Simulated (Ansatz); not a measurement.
# GaC (sextet): wave-function methods side by side, cc-pVTZ

One table from this session's results is given with a row withheld; the runs are named, their logs left out.

The runs use Ansatz 0.2.0, Gaussian basis; cc-pVTZ, core rule «outside noble gas», up to 15 orbitals frozen.

To be run: UHF; CCSD(T) on ROHF; CCSD(T) on UHF; BCCD(T) on ROHF; CISD; CCSDT(Q) on ROHF; CCSDT(Q) on UHF; CASSCF and MRCISD+Q, 7 electrons in 8 orbitals; CASSCF and NEVPT4(SD), 7 electrons in 8 orbitals; CASSCF and NEVPT2, 7 electrons in 8 orbitals.

16 further runs of the same task are left out: 1 for a known fault of the program, 8 that didn't finish, 7 set aside as unsound or not needed.

## What is computed

The geometry is a PBE0/def2-TZVP stationary point (not a proven minimum) of the parent state, kept for this charge and spin. No spin-orbit coupling is included. The filled d shell of Ga may be among the frozen orbitals whatever the setting's name suggests; the logs give the count.

2 atoms, charge 0, spin multiplicity 6.

Atoms are counted from 1 here; the program's logs count them from 0.

Bond lengths: C1–Ga2 2.002 Å.

Geometry (Å):

```xyz
2
CGa
C     0.0000    0.0000    0.0000
Ga    0.0000    0.0000    2.0016
```

The first run:

in.yaml

```yaml
crystal:
  periodic: [false, false, false]
  atoms:
    - {symbol: C, position_ang: [0.000000, 0.000000, 0.000000]}
    - {symbol: Ga, position_ang: [0.000000, 0.000000, 2.001600]}
basis:
  gaussian: {orbitals: cc-pVTZ}
magnetization: {spin_polarized: true, initial_magnetization: 5}
hamiltonian: {xc: hf}
output: {orbitals: {seedname: orbitals}}
```

Launch:

```bash
$ ansatz run in.yaml --threads 1 --pin off --events-out ev --progress --plain --max-ram 2393MiB
```

Among the steps run: UHF; CCSD(T) on ROHF; CCSD(T) on UHF; BCCD(T) on ROHF; CISD; CCSDT(Q) on ROHF; CCSDT(Q) on UHF; CASSCF and MRCISD+Q, 7 electrons in 8 orbitals; CASSCF and NEVPT4(SD), 7 electrons in 8 orbitals; CASSCF and NEVPT2, 7 electrons in 8 orbitals.

One table of the session follows, with a row left open; its other results are not shown here.

| method | from RCCSDT(Q) (kJ/mol) |
| --- | --- |
| ROHF | +322.7 |
| UHF | +313.1 |
| RMP2 | +65.1 |
| UMP2 | +63.2 |
| RCCSD | +14.9 |
| UCCSD | +12.0 |
| RCCSD(T) | +3.0 |
| UCCSD(T) | +0.2 |
| BCCD(T) | +2.8 |
| RCCSDT | +0.5 |
| UCCSDT | -2.3 |
| RCCSDT(Q) | 0 |
| UCCSDT(Q) | ? |
| CASSCF valence | +247.3 |
| NEVPT2 valence | +56.4 |
| NEVPT4(SD) valence | +9.3 |
| MRCISD valence | +14.6 |
| MRCISD+Q valence | +3.4 |

**Question.** Estimate the row for UCCSDT(Q).

**Answer.** from RCCSDT(Q) (kJ/mol): -2.8. In the column «from RCCSDT(Q) (kJ/mol)» it is the lowest.

Not comparable, so not listed: CISD (they don't share determinant, frozen orbitals or solution with the rows shown, or repeat one).

Limits of these values: Restricted and unrestricted rows rest on different reference determinants; where their highest levels disagree by more than a few hundredths of an eV, they describe different states and don't form one ladder.
